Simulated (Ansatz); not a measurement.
# CH₃BFN: up Jacob's ladder to CCSD(T)

One table from this session's results is given with a row withheld; the runs are named, their logs left out.

Program: Ansatz 0.2.0, Gaussian basis. Level of theory: functionals in def2-TZVPP, the program's frozen cores in correlated methods. These are calculated values, not measurements.

Plan: LDA (SPW92), PBE-D4, revPBE-D4, BLYP-D4, r2SCAN-D4, B97M-V, PBE0-D4, B3LYP-D4, r2SCANh-D4, r2SCAN0-D4, HSE06-D4, BHLYP-D4, CAM-B3LYP-D4, LC-ωPBE, ωB97X-V, ωB97M-V, B2PLYP, PBE-QIDH; CCSD(T)/def2-SVP; CCSD(T)/def2-TZVPP; MP2/def2-QZVPP; extrapolation to the limit; RPA on PBE.

### The geometry

The geometry comes from an earlier relaxation with PBE0-D4 in a triple-zeta def2 set; it is a stationary point, not always the lowest conformer.

SMILES `BN=CF`, 7 atoms, charge 0, spin multiplicity 1.

Atoms are counted from 1 here; the program's logs count them from 0.

Bond lengths: B1–N2 1.364 Å, B1–H5 1.196 Å, B1–H6 1.196 Å, N2–C3 1.223 Å, C3–F4 1.339 Å, C3–H7 1.088 Å. Angles: N2–B1–H5 118.8°, N2–B1–H6 118.8°, H5–B1–H6 122.5°, B1–N2–C3 178.6°, N2–C3–F4 122.5°, N2–C3–H7 126.7°, F4–C3–H7 110.8°.

As a file:

```
atom    x (Å)    y (Å)    z (Å)
  B1  -0.4805   1.0898   0.5709
  N2   0.0186  -0.0084  -0.0665
  C3   0.4668  -1.0069  -0.6117
  F4   0.7399  -2.1320   0.0607
  H5   0.2844   1.8971   1.0099
  H6  -1.6663   1.2142   0.6598
  H7   0.6982  -1.1220  -1.6690
```

The first run:

Input file in.yaml:

```yaml
crystal:
  periodic: [false, false, false]
  atoms:
    - {symbol: B, position_ang: [-0.480499, 1.089841, 0.570947]}
    - {symbol: N, position_ang: [0.018610, -0.008433, -0.066468]}
    - {symbol: C, position_ang: [0.466837, -1.006899, -0.611695]}
    - {symbol: F, position_ang: [0.739898, -2.131981, 0.060663]}
    - {symbol: H, position_ang: [0.284414, 1.897132, 1.009941]}
    - {symbol: H, position_ang: [-1.666267, 1.214220, 0.659762]}
    - {symbol: H, position_ang: [0.698208, -1.121980, -1.669049]}
basis:
  gaussian: {orbitals: def2-TZVPP}
hamiltonian: {xc: lda}
output: {orbitals: {seedname: orbitals}}
```

Steps of the session up to this table: LDA; PBE-D4 (GGA); revPBE-D4 (GGA); BLYP-D4 (GGA); r2SCAN-D4 (meta-GGA); B97M-V (meta-GGA); PBE0-D4 (hybrid); B3LYP-D4 (hybrid); r2SCANh-D4 (hybrid); r2SCAN0-D4 (hybrid); HSE06-D4 (hybrid); BHLYP-D4 (hybrid); CAM-B3LYP-D4 (range-separated); LC-ωPBE (range-separated); ωB97X-V (range-separated); ωB97M-V (range-separated); B2PLYP (double hybrid); PBE-QIDH (double hybrid).

One table of the session follows, with a row left open; its other results are not shown here.

It belongs to the step «Orbital energies across the functionals». 

| functional | HOMO (eV) | gap (eV) |
| --- | --- | --- |
| LDA (SPW92) | -7.40 | 5.53 |
| PBE-D4 | -7.29 | 5.67 |
| revPBE-D4 | -7.25 | 5.71 |
| BLYP-D4 | -7.21 | 5.69 |
| r2SCAN-D4 | -7.55 | 6.17 |
| B97M-V | -7.61 | 6.28 |
| PBE0-D4 | ? | ? |
| B3LYP-D4 | -8.42 | 7.60 |
| r2SCANh-D4 | -8.04 | 7.06 |
| r2SCAN0-D4 | -8.78 | 8.39 |
| HSE06-D4 | -8.20 | 7.28 |
| BHLYP-D4 | -9.86 | 10.31 |
| CAM-B3LYP-D4 | -10.00 | 10.52 |
| LC-ωPBE | -11.34 | 13.06 |
| ωB97X-V | -10.97 | 12.59 |
| ωB97M-V | -10.83 | 12.19 |

Q: Estimate the row for PBE0-D4 from the others.

As computed: HOMO (eV): -8.61; gap (eV): 8.07. In the column «HOMO (eV)» it lies between r2SCAN0-D4 (-8.78) and B3LYP-D4 (-8.42).
